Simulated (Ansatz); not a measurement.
Predict the output of the script below (Ansatz 0.2.0 through its Python package).

Contents of `brh2mgn.xyz`:
```text
5

N    -1.02540    0.53480   -0.23220
Mg    0.52450   -0.56710    0.43260
Br    2.44980   -1.95790    1.24570
H    -0.68930    1.58730   -0.21970
H    -1.20970    0.32920   -1.26790
```

`bde_brh2mgn.py`
```python
# -*- coding: utf-8 -*-
import ansatz as az


def total_energy(molecule, charge=0, unpaired=0):
    calc = (
        molecule.calculation()
        .basis(gaussian="6-31G*")
        .functional("cam_b3lyp")
    )
    if charge:
        calc = calc.charge(charge)
    if unpaired:
        calc = calc.spin("collinear", total=unpaired)
    return calc.run().report["free_energy_ev"]

def without(molecule, index):
    rest = az.Crystal.molecule()
    for i, site in enumerate(molecule.cartesian_sites):
        if i != index:
            rest = rest.atom(site.symbol, site.position_ang)
    return rest

brh2mgn = az.Crystal.molecule_from_extxyz("brh2mgn.xyz")

whole = total_energy(brh2mgn, 0)
hydrogen = total_energy(az.Crystal.molecule().atom("H", (0, 0, 0)), 0, 1)
print(f"E(molecule) = {whole:.5f} eV, E(H) = {hydrogen:.5f} eV")
for index in [4]:
    radical = total_energy(without(brh2mgn, index), 0, 1)
    print(f"H{index}: homolysis {(radical + hydrogen - whole):.3f} eV")
```

Output of `python bde_brh2mgn.py`:
```text
E(molecule) = -77009.45988 eV, E(H) = -13.51936 eV
H4: homolysis 4.706 eV
```

Notes:
- Total energies depend on the basis set; only differences at equal settings carry meaning.
- The geometry is a force-field or estimated start, not a minimum of this method, and the basis set is short of its limit. All parts are taken at fixed geometry, without zero-point energy.
- The spin-orbit lowering of heavy atoms is left out.
- It ran for 8.4 s on 1 thread of Arm Neoverse V1, with other jobs on the host, peak memory 0.26 GiB.
